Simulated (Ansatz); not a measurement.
# Cd15AuSe16 (Cadmoselite): the cost of one run

Method: DFT, PBE, plane-wave PAW, default files, scalar-relativistic, as far as a step names no other, in Ansatz 0.2.0.

The COD entry's cell or inner coordinates are ideal or old and differ from later refinements, so a difference from it is no clean test against experiment.

### Step 1. Starting point

Symmetry: P3m1, No. 156, trigonal system. Conventional cell: a = 8.600 Å, b = 8.600 Å, c = 14.040 Å, α = 90.00°, β = 90.00°, γ = 120.00°. Au (site symmetry 3m) is surrounded by 4 Se at 2.61 to 2.70 Å. Cd (site symmetry 3m) has 4 Se at 2.61 to 2.70 Å as nearest neighbours. Cd (site symmetry m) has 4 Se at 2.61 to 2.70 Å as nearest neighbours. Only part of the 16 independent sites is listed.

As a file:

```
CELL_PARAMETERS angstrom
8.60000 0.00000 0.00000
-4.30000 7.44782 0.00000
0.00000 0.00000 14.04000
ATOMIC_POSITIONS crystal
Au 0.16667 0.33333 0.00000
Cd 0.16667 0.33333 0.50000
Cd 0.16667 0.83333 0.00000
Cd 0.16667 0.83333 0.50000
Cd 0.66667 0.33333 0.00000
Cd 0.66667 0.33333 0.50000
Cd 0.66667 0.83333 0.00000
Cd 0.66667 0.83333 0.50000
Cd 0.33333 0.16667 0.25000
Cd 0.33333 0.16667 0.75000
Cd 0.33333 0.66667 0.25000
Cd 0.33333 0.66667 0.75000
Cd 0.83333 0.16667 0.25000
Cd 0.83333 0.16667 0.75000
Cd 0.83333 0.66667 0.25000
Cd 0.83333 0.66667 0.75000
Se 0.16667 0.33333 0.19250
Se 0.16667 0.33333 0.69250
Se 0.16667 0.83333 0.19250
Se 0.16667 0.83333 0.69250
Se 0.66667 0.33333 0.19250
Se 0.66667 0.33333 0.69250
Se 0.66667 0.83333 0.19250
Se 0.66667 0.83333 0.69250
Se 0.33333 0.16667 0.44250
Se 0.33333 0.16667 0.94250
Se 0.33333 0.66667 0.44250
Se 0.33333 0.66667 0.94250
Se 0.83333 0.16667 0.44250
Se 0.83333 0.16667 0.94250
Se 0.83333 0.66667 0.44250
Se 0.83333 0.66667 0.94250
```

Atom 1 of the input is the impurity.

### Step 2. Single point at the given positions

input.yaml reads:

```yaml
crystal:
  lattice:
    - [8.6, 0.0, 0.0]
    - [-4.3, 7.4478184726, 0.0]
    - [0.0, 0.0, 14.04]
  atoms:
    - { symbol: Au, position: [0.1666666666, 0.3333333334, 0.0] }
    - { symbol: Cd, position: [0.1666666666, 0.3333333334, 0.5] }
    - { symbol: Cd, position: [0.1666666666, 0.8333333334, 0.0] }
    - { symbol: Cd, position: [0.1666666666, 0.8333333334, 0.5] }
    - { symbol: Cd, position: [0.6666666666, 0.3333333334, 0.0] }
    - { symbol: Cd, position: [0.6666666666, 0.3333333334, 0.5] }
    - { symbol: Cd, position: [0.6666666666, 0.8333333334, 0.0] }
    - { symbol: Cd, position: [0.6666666666, 0.8333333334, 0.5] }
    - { symbol: Cd, position: [0.3333333334, 0.1666666666, 0.25] }
    - { symbol: Cd, position: [0.3333333334, 0.1666666666, 0.75] }
    - { symbol: Cd, position: [0.3333333334, 0.6666666666, 0.25] }
    - { symbol: Cd, position: [0.3333333334, 0.6666666666, 0.75] }
    - { symbol: Cd, position: [0.8333333334, 0.1666666666, 0.25] }
    - { symbol: Cd, position: [0.8333333334, 0.1666666666, 0.75] }
    - { symbol: Cd, position: [0.8333333334, 0.6666666666, 0.25] }
    - { symbol: Cd, position: [0.8333333334, 0.6666666666, 0.75] }
    - { symbol: Se, position: [0.1666666666, 0.3333333334, 0.1925] }
    - { symbol: Se, position: [0.1666666666, 0.3333333334, 0.6925] }
    - { symbol: Se, position: [0.1666666666, 0.8333333334, 0.1925] }
    - { symbol: Se, position: [0.1666666666, 0.8333333334, 0.6925] }
    - { symbol: Se, position: [0.6666666666, 0.3333333334, 0.1925] }
    - { symbol: Se, position: [0.6666666666, 0.3333333334, 0.6925] }
    - { symbol: Se, position: [0.6666666666, 0.8333333334, 0.1925] }
    - { symbol: Se, position: [0.6666666666, 0.8333333334, 0.6925] }
    - { symbol: Se, position: [0.3333333334, 0.1666666666, 0.4425] }
    - { symbol: Se, position: [0.3333333334, 0.1666666666, 0.9425] }
    - { symbol: Se, position: [0.3333333334, 0.6666666666, 0.4425] }
    - { symbol: Se, position: [0.3333333334, 0.6666666666, 0.9425] }
    - { symbol: Se, position: [0.8333333334, 0.1666666666, 0.4425] }
    - { symbol: Se, position: [0.8333333334, 0.1666666666, 0.9425] }
    - { symbol: Se, position: [0.8333333334, 0.6666666666, 0.4425] }
    - { symbol: Se, position: [0.8333333334, 0.6666666666, 0.9425] }
total_charge: 1
kpoints:
  mp_grid: { grid: [3, 3, 2] }
scf:
  occupations: { method: fermi_dirac, width: 0.01 }
hamiltonian:
  xc: pbe
  pseudopotentials: { kind: paw }
output:
  forces: true
  stress: true
  populations: true
  efg: { quadrupole_moments_barn: { Au: 0.547 }, contact_densities: true }
```

The run is started by

```bash
> ansatz run input.yaml --threads 4 --pin off --max-ram 8192MiB --backend cpu --events-out ev --progress --plain --runs-dir out
```

Q: Estimate wall time and peak memory on 4 threads of Arm Neoverse V1, shared host.

About 2.6 min, with a peak of 5.4 GiB.
